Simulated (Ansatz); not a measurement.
**AsHF₂ (singlet): density functionals in cc-pVTZ**

An exercise on one series of results from a longer session: the logs are not shown, and one member is left open.

The runs use Ansatz 0.2.0, Gaussian basis; cc-pVTZ, all electrons in the functionals, frozen cores in the correlation of double hybrids and RPA.

To be run: PBE, r2SCAN, PBE0, B3LYP, wB97M-V, B2PLYP, PBE-QIDH, RPA-PBE.

1 further run of the same task is left out (for a known fault of the program).

## The geometry

The geometry is a PBE0/def2-TZVP stationary point (not a proven minimum). No spin-orbit coupling is included. The filled d shell of As may be among the frozen orbitals whatever the setting's name suggests; the logs give the count.

4 atoms, charge 0, spin multiplicity 1.

Atoms are counted from 1 here; the program's logs count them from 0.

Bond lengths: As1–F2 1.733 Å, As1–F3 1.733 Å, As1–H4 1.540 Å. Angles: F2–As1–F3 97.1°, F2–As1–H4 93.8°, F3–As1–H4 93.8°.

No dispersion term is added; wB97M-V holds VV10 nonlocal correlation. B3LYP takes the VWN-RPA correlation.

Set-up of the first run:

in.yaml reads:

```yaml
crystal:
  periodic: [false, false, false]
  atoms:
    - {symbol: As, position_ang: [0.037486, -0.379715, 0.000000]}
    - {symbol: F, position_ang: [-0.034604, 0.765477, -1.298208]}
    - {symbol: F, position_ang: [-0.034605, 0.765478, 1.298207]}
    - {symbol: H, position_ang: [-1.481855, -0.631800, 0.000000]}
basis:
  gaussian: {orbitals: cc-pVTZ}
hamiltonian: {xc: {name: PBE}}
output: {orbitals: {seedname: orbitals}}
```

The run is started by

```sh
> ansatz run in.yaml --threads 1 --pin off --events-out ev --progress --plain --max-ram 3968MiB --backend cpu
```

Among the steps run: PBE (restricted); r2SCAN (restricted); PBE0 (restricted); B3LYP (restricted); wB97M-V (restricted); B2PLYP (restricted); PBE-QIDH (restricted); RPA-PBE.

One of the session's tables, all rows but one given; the rest of the session is left out.

| method | atomisation energy (eV) |
| --- | --- |
| PBE | 12.512 |
| r2SCAN | 12.054 |
| PBE0 | 11.753 |
| B3LYP | 12.028 |
| wB97M-V | 12.064 |
| B2PLYP | 11.911 |
| PBE-QIDH | 11.543 |
| RPA-PBE | ? |
| RCCSDT(Q) | 11.472 |

Q: Estimate the row for RPA-PBE from the others.

**Answer.** atomisation energy (eV): 10.790. In the column «atomisation energy (eV)» it is the lowest.

Some runs used a GPU and others CPU threads alone, so the times don't compare the methods' cost.
